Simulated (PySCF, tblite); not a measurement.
# C5H4FN3: infrared bands and NMR shifts

Aim: predict the infrared bands and NMR shifts of C5H4FN3 (`C=Cc1nnncc1F`).

The runs use tblite 0.8.0 and PySCF 2.14.0, with density-fitted response routines of our own; the level of theory stands in each step. All values are computed, except where a source is named. Atoms are numbered from 0 throughout.

## (1) The starting structure

13 atoms, charge 0, multiplicity 1; geometry from: GFN2-xTB.

Bonds of the start (Å): C0–C1 1.33, C1–C2 1.45, C2–N3 1.34, N3–N4 1.28, N4–N5 1.29, N5–C6 1.33, C6–C7 1.38, C7–F8 1.34, C7–C2 1.40, C0–H9 1.08, C0–H10 1.08, C1–H11 1.08, C6–H12 1.08.

## (2) Vibrational analysis with GFN2-xTB

Job settings and geometry (Å):

```
{"job": {"kind": "ir", "xc": "GFN2-xTB", "basis": "xTB"}, "charge": 0, "multiplicity": 1}
C      2.470672     0.408154     0.153417
C      1.447664    -0.317110    -0.285490
C      0.067728     0.024773     0.011322
N     -0.199044     1.109077     0.751132
N     -1.399192     1.452244     1.039281
N     -2.433739     0.789861     0.645365
C     -2.287637    -0.302982    -0.092813
C     -1.020011    -0.734211    -0.444147
F     -0.843667    -1.833814    -1.189987
H      2.298642     1.285793     0.752853
H      3.488423     0.143757    -0.073627
H      1.591105    -1.202727    -0.889169
H     -3.185332    -0.822328    -0.395866
```

**Question.** This job is followed by: GIAO PBE0/pcSseg-1 NMR shielding, non-relativistic, gas phase. What will the session give for the following? strongest single infrared mode (GFN2-xTB); zero-point energy (GFN2-xTB); 13C shifts against TMS (PBE0/pcSseg-1); 1H shifts against TMS (PBE0/pcSseg-1); 15N shifts against NH3 (PBE0/pcSseg-1); 19F shifts against CFCl3 (PBE0/pcSseg-1).

**Answer**, as computed:

| quantity | value |
| --- | --- |
| strongest single infrared mode (GFN2-xTB) | 1496 cm⁻¹, 148 km/mol |
| zero-point energy (GFN2-xTB) | 53.4 kcal/mol |
| 13C shifts against TMS (PBE0/pcSseg-1) | 165.3, 148.3, 143.2, 137.7, 130.9 ppm |
| 1H shifts against TMS (PBE0/pcSseg-1) | 9.15, 8.29, 7.43, 6.55 ppm |
| 15N shifts against NH3 (PBE0/pcSseg-1) | 521.5, 441.2, 430.4 ppm |
| 19F shifts against CFCl3 (PBE0/pcSseg-1) | -152.0 ppm |

**Reading.** All 33 modes are real, so the xTB geometry is a minimum. The strongest single mode, at 1496 cm⁻¹, is spread over several atoms, C7, C6, C2 among them. GFN2-xTB is a fitted tight-binding method: band positions and strengths are rough. Its intensities can rank the bands wrongly. At PBE0/pcSseg-1: The widest tensor belongs to N4: span 949 ppm, with a paramagnetic part of -565 ppm. NICS(1)zz of -25 ppm above the planar ring from C2 marks a diatropic (aromatic) ring current.
